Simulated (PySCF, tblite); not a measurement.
# C₆H₁₀PSi−: geometry, infrared bands and NMR shifts

Aim: predict the infrared bands and NMR shifts of C₆H₁₀PSi− (`CCc1cc[p-]c1[SiH3]`).

Computed with tblite 0.8.0 and PySCF 2.14.0, with density-fitted response routines of our own, on a single molecule in the gas phase. Atoms count from 0, in the outputs and in this text.

### 1 Starting geometry

18 atoms, charge -1, multiplicity 1; geometry from: force field or distance geometry start.

Bonds of the start (Å): C0–C1 1.52, C1–C2 1.50, C2–C3 1.50, C3–C4 1.33, C4–P5 1.86, P5–C6 1.89, C6–Si7 1.80, C6–C2 1.35, C0–H8 1.10, C0–H9 1.08, C0–H10 1.10, C1–H11 1.11, C1–H12 1.11, C3–H13 1.08, C4–H14 1.09, Si7–H15 1.47, Si7–H16 1.48, Si7–H17 1.50.

### 2 Geometry optimisation with GFN2-xTB

The job: settings as JSON, then the geometry in Å.

```
{"job": {"kind": "relax", "xc": "GFN2-xTB", "basis": "xTB"}, "charge": -1, "multiplicity": 1}
C     -1.409100    -1.737600    -0.363900
C     -0.925800    -0.762800     0.693400
C     -0.216400     0.427400     0.110600
C     -1.090100     1.511700    -0.444300
C     -0.509100     2.595900    -0.953300
P      1.320400     2.323400    -0.787900
C      1.113400     0.633700     0.041600
Si     2.567100    -0.308100     0.548700
H     -1.897800    -2.599300     0.108600
H     -0.594400    -2.108000    -0.971900
H     -2.151000    -1.261800    -1.028200
H     -0.258600    -1.310400     1.387000
H     -1.771100    -0.434400     1.329600
H     -2.163500     1.395100    -0.406600
H     -0.981600     3.474400    -1.393900
H      3.620900    -0.308400    -0.483200
H      3.140500     0.215700     1.812300
H      2.197500    -1.740100     0.789700
```

Launch:

```sh
OMP_NUM_THREADS=1 python probes_run.py task.json out
```

The driver reads the jobs from task.json and runs them one after another.

**Question.** This job is followed by: GFN2-xTB harmonic vibrations, gas phase; GIAO PBE0/pcSseg-1 NMR shielding, non-relativistic, gas phase. What will the session give for the following? strongest single infrared mode (GFN2-xTB); zero-point energy (GFN2-xTB); 13C shifts against TMS (PBE0/pcSseg-1); 1H shifts against TMS (PBE0/pcSseg-1, means over atoms taken as alike); 31P shifts against H3PO4 (PBE0/pcSseg-1); 29Si shifts against TMS (PBE0/pcSseg-1).

**Answer**, as computed:

| quantity | value |
| --- | --- |
| strongest single infrared mode (GFN2-xTB) | 2010 cm⁻¹, 604 km/mol |
| zero-point energy (GFN2-xTB) | 83.3 kcal/mol |
| 13C shifts against TMS (PBE0/pcSseg-1) | 143.9, 141.8, 122.1, 114.3, 32.2, 22.4 ppm |
| 1H shifts against TMS (PBE0/pcSseg-1, means over atoms taken as alike) | 7.17, 6.82, 4.58, 2.83, 1.10 ppm |
| 31P shifts against H3PO4 (PBE0/pcSseg-1) | 141.4 ppm |
| 29Si shifts against TMS (PBE0/pcSseg-1) | -94.0 ppm |

In words: The optimisation took 134 steps and gained 0.758 eV; among the close pairs (by a distance rule), P5–C6 changed most, from 1.894 to 1.774 Å. No mode is imaginary among the 48: a minimum at this level. The strongest single mode, at 2010 cm⁻¹, moves mainly H17 and H16. Unscaled tight-binding wavenumbers are off by several per cent, some by more. Its intensities can rank the bands wrongly. At PBE0/pcSseg-1: Shielding is most anisotropic at P5 (span 279 ppm, paramagnetic term -792 ppm). NICS(1)zz of -29 ppm above the planar ring from C2 marks a diatropic (aromatic) ring current.
